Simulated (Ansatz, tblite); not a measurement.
**C20H14N4S2: rung by rung**

The task here is to estimate one member of a computed series from the others.

Computed with Ansatz 0.2.0, Gaussian basis. Level: as each input shows.

Plan: GFN1-xTB, GFN2-xTB, PBE-D4/def2-TZVP, r2SCAN-D4/def2-TZVP, PBE-D4/def2-SVP, PBE0-D4/def2-SVP.

1 further run of the same task is left out (set aside as unsound or not needed).

## The structure

The singlet was relaxed beforehand with PBE-D4/def2-SVP.

SMILES `Sc1ccc(-c2ccc(-c3ccc(-c4ccc(S)nc4)nc3)nc2)nc1`, 40 atoms, charge 0, spin multiplicity 1.

Bond lengths: S1–C2 1.768 Å, S1–H27 1.362 Å, C2–C3 1.409 Å, C2–C26 1.417 Å, C3–C4 1.396 Å, C3–H28 1.101 Å, C4–C5 1.414 Å, C4–H29 1.099 Å, C5–C6 1.480 Å, C5–N25 1.353 Å, C6–C7 1.412 Å, C6–C24 1.415 Å, C7–C8 1.393 Å, C7–H30 1.099 Å, C8–C9 1.416 Å, C8–H31 1.099 Å, C9–C10 1.480 Å, C9–N23 1.353 Å and more. Angles: C2–S1–H27 96.3°, S1–C2–C3 124.6°, S1–C2–C26 118.4°, C3–C2–C26 117.0°, C2–C3–C4 119.3°, C2–C3–H28 120.7°, C4–C3–H28 120.0°, C3–C4–C5 119.7°, C3–C4–H29 119.2°, C5–C4–H29 121.1°, C4–C5–C6 122.9°, C4–C5–N25 120.6°, C6–C5–N25 116.5°, C5–C6–C7 120.3°, C5–C6–C24 123.5°, C7–C6–C24 116.1°, C6–C7–C8 119.9°, C6–C7–H30 118.2° and more.

PBE0-D4/def2-TZVP was run before; its log isn't repeated, and its numbers join the tables.

The first run:

Tight binding, by tblite at 300 K electronic temperature and without a spin-polarisation term:

```python
tblite.interface.Calculator('GFN1-xTB', numbers, positions, charge=0, uhf=0).singlepoint()
```

Tight binding, by tblite at 300 K electronic temperature and without a spin-polarisation term:

```python
tblite.interface.Calculator('GFN2-xTB', numbers, positions, charge=0, uhf=0).singlepoint()
```

start.molden holds the orbitals of an earlier run on this state, given as this run's starting guess.

in.yaml

```yaml
crystal:
  periodic: [false, false, false]
  atoms:
    - {symbol: S, position_ang: [-9.359028, 0.838672, -0.991631]}
    - {symbol: C, position_ang: [-7.622427, 0.752085, -0.670774]}
    - {symbol: C, position_ang: [-6.994134, 1.267935, 0.480350]}
    - {symbol: C, position_ang: [-5.611191, 1.136868, 0.619788]}
    - {symbol: C, position_ang: [-4.862460, 0.489509, -0.390691]}
    - {symbol: C, position_ang: [-3.394765, 0.311571, -0.313926]}
    - {symbol: C, position_ang: [-2.690943, -0.279561, -1.386005]}
    - {symbol: C, position_ang: [-1.309316, -0.438374, -1.306806]}
    - {symbol: C, position_ang: [-0.623798, -0.001709, -0.147778]}
    - {symbol: C, position_ang: [0.842618, -0.125052, 0.011379]}
    - {symbol: C, position_ang: [1.461997, 0.248277, 1.224179]}
    - {symbol: C, position_ang: [2.842276, 0.126841, 1.365398]}
    - {symbol: C, position_ang: [3.612011, -0.372142, 0.286892]}
    - {symbol: C, position_ang: [5.080908, -0.535824, 0.361599]}
    - {symbol: C, position_ang: [5.841153, -0.273580, 1.524717]}
    - {symbol: C, position_ang: [7.223197, -0.451933, 1.511699]}
    - {symbol: C, position_ang: [7.826761, -0.896977, 0.312518]}
    - {symbol: S, position_ang: [9.583741, -1.132094, 0.267161]}
    - {symbol: N, position_ang: [7.127609, -1.153842, -0.804449]}
    - {symbol: C, position_ang: [5.801938, -0.978003, -0.773261]}
    - {symbol: N, position_ang: [3.022984, -0.721508, -0.880269]}
    - {symbol: C, position_ang: [1.702498, -0.600906, -1.006845]}
    - {symbol: N, position_ang: [-1.295826, 0.554540, 0.886343]}
    - {symbol: C, position_ang: [-2.617399, 0.700911, 0.802305]}
    - {symbol: N, position_ang: [-5.473638, 0.000631, -1.494640]}
    - {symbol: C, position_ang: [-6.790724, 0.124374, -1.630938]}
    - {symbol: H, position_ang: [-9.689454, 1.496077, 0.155045]}
    - {symbol: H, position_ang: [-7.581299, 1.772218, 1.263862]}
    - {symbol: H, position_ang: [-5.121633, 1.544948, 1.515221]}
    - {symbol: H, position_ang: [-3.262889, -0.606381, -2.266314]}
    - {symbol: H, position_ang: [-0.767229, -0.904275, -2.141456]}
    - {symbol: H, position_ang: [0.825137, 0.632800, 2.033790]}
    - {symbol: H, position_ang: [3.318350, 0.422172, 2.310983]}
    - {symbol: H, position_ang: [5.357205, 0.067645, 2.452081]}
    - {symbol: H, position_ang: [7.827835, -0.254213, 2.409234]}
    - {symbol: H, position_ang: [9.567938, -1.532550, -1.035829]}
    - {symbol: H, position_ang: [5.240621, -1.193880, -1.697194]}
    - {symbol: H, position_ang: [1.294420, -0.897430, -1.989415]}
    - {symbol: H, position_ang: [-3.097642, 1.155987, 1.686905]}
    - {symbol: H, position_ang: [-7.235426, -0.293816, -2.553237]}
basis:
  gaussian: {orbitals: def2-TZVP, fitting: {mean_field: def2-universal-jkfit}, initial_orbitals: start.molden}
hamiltonian: {xc: pbe, dispersion: d4}
scf: {omitted_lower_state_checks: [starts]}
output: {orbitals: {seedname: orbitals}}
```

Run with:

```bash
$ ansatz run in.yaml --threads 2 --pin off --events-out ev --progress --plain --max-ram 32768MiB --backend cuda --devices 0, --max-vram 18GiB
```

Among the steps run: PBE-D4/def2-TZVP; r2SCAN-D4/def2-TZVP; PBE-D4/def2-SVP; PBE0-D4/def2-SVP.

One of the session's tables, all rows but one given; the rest of the session is left out.

It belongs to the step «Binding energy». 

| level | binding an atom (eV) |
| --- | --- |
| PBE-D4/def2-SVP | 5.478 |
| PBE-D4/def2-TZVP | 5.390 |
| r2SCAN-D4/def2-TZVP | 5.171 |
| PBE0-D4/def2-SVP | ? |
| PBE0-D4/def2-TZVP | 5.237 |

Estimate the missing values for PBE0-D4/def2-SVP.

The run gave: binding an atom (eV): 5.324. In the column «binding an atom (eV)» it lies between PBE0-D4/def2-TZVP (5.237) and PBE-D4/def2-TZVP (5.390).

Caveats from the session: Free atoms were run apart at each level; binding is atoms less cluster, divided by the number of atoms, without zero-point or spin-orbit terms.
